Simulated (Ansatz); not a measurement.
# BClF2H4O2: the cost of one run

Method: UKS PBE0-D4/STO-3G, in Ansatz 0.2.0.

### 1 The structure to begin with

Bond lengths: B1–Cl2 2.170 Å, B1–F3 1.315 Å, B1–F4 1.312 Å, B1–O6 1.743 Å, O6–H9 0.960 Å, O8–H10 0.960 Å. Angles: Cl2–B1–F3 107.2°, Cl2–B1–F4 107.1°, Cl2–B1–O6 102.3°, F3–B1–F4 120.5°, F3–B1–O6 108.9°, F4–B1–O6 109.2°, B1–O6–H9 105.9°.

Structure file:

```xyz
10

B     0.0796   -1.3978    0.0419
Cl   -1.7651   -0.4379    0.6623
F    -0.2440   -2.3546   -0.8003
F     0.7574   -1.6708    1.1315
H     0.5016    0.9886   -0.3385
O     0.8867   -0.1238   -0.8321
H    -1.0481    1.1562    0.5244
O    -0.0933    1.9473    0.2547
H     0.5578   -0.1741   -1.7321
H     0.3673    2.0669    1.0881
```

### 2 Run 1

150 steps of 0.5 fs at constant energy, with velocities drawn for 100 K.

Contents of input.yaml:

```yaml
crystal:
  periodic: [false, false, false]
  atoms:
    - { symbol: B, position_ang: [0.0796, -1.3978, 0.0419] }
    - { symbol: Cl, position_ang: [-1.7651, -0.4379, 0.6623] }
    - { symbol: F, position_ang: [-0.244, -2.3546, -0.8003] }
    - { symbol: F, position_ang: [0.7574, -1.6708, 1.1315] }
    - { symbol: H, position_ang: [0.5016, 0.9886, -0.3385] }
    - { symbol: O, position_ang: [0.8867, -0.1238, -0.8321] }
    - { symbol: H, position_ang: [-1.0481, 1.1562, 0.5244] }
    - { symbol: O, position_ang: [-0.0933, 1.9473, 0.2547] }
    - { symbol: H, position_ang: [0.5578, -0.1741, -1.7321] }
    - { symbol: H, position_ang: [0.3673, 2.0669, 1.0881] }
magnetization:
  spin_polarized: true
basis:
  gaussian: { orbitals: STO-3G }
hamiltonian:
  xc: pbe0
  dispersion: d4
md:
  timestep: 0.5
  n_steps: 150
  ensemble: nve
  temperature: 100.0
  initial_velocities: maxwell_boltzmann
  seed: 603168
```

Run with:

```bash
$ ansatz run input.yaml --threads 1 --pin off --max-ram 2048MiB --backend cpu --events-out ev --progress --plain --runs-dir out
```

Q: Estimate wall time and peak memory on 1 thread of Intel Xeon Platinum 8259CL at 2.50GHz (Skylake/Cascade Lake), shared host.

About 9.4 min, with a peak of 0.16 GiB.
